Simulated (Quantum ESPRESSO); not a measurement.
# GaB under changes of volume

One of the cells (11.956 Å³/atom); the others are scaled copies at fixed shape and fractional positions:

```
Ga B
1.0
     2.71824    0.00000    0.00000
     0.00000    2.71824    0.00000
     0.00000    0.00000    3.23621
Ga B
1 1
Direct
  0.50000 0.50000 0.50000
  0.00000 0.00000 0.00000
```

The cell was built by a generator and needn't be a form met in nature.

* Program: Quantum ESPRESSO 7.5
* Functional: PBE
* Potentials or basis: SSSP 1.3 efficiency PBE
* Cutoff: 952 eV
* Density cutoff: 7619 eV
* k mesh: 10 × 10 × 8
* Occupations: fermi-dirac, width 0.05 eV
* Spin: no spin polarisation

| volume (Å³/atom) | energy over the lowest point (meV/atom) | pressure (GPa) |
| --- | --- | --- |
| 11.239 | 15.30 | 6.9 |
| 11.478 | 6.51 | 4.2 |
| 11.717 | 1.55 | 1.8 |
| 11.956 | 0.00 | -0.3 |
| 12.195 | ? | ? |
| 12.434 | 5.66 | -3.9 |
| 12.673 | 12.24 | -5.4 |

Q: What does the run at 12.195 Å³/atom give?

A: Energy over the lowest point 1.47 meV/atom; pressure -2.2 GPa.

Worked out: A Birch-Murnaghan fit of order 3 (a polynomial in V^(-2/3)) to the other rows has its minimum at 11.95 Å³/atom with B0 = V·E''(V) = 102 GPa and B' = 4.8 at fixed shape and positions, which overstates the stiffness. It gives 1.48 meV/atom at 12.195 Å³/atom, against the run's 1.47, and -dE/dV = -1.9 GPa, against -2.2.

Energies are extrapolated to zero smearing.
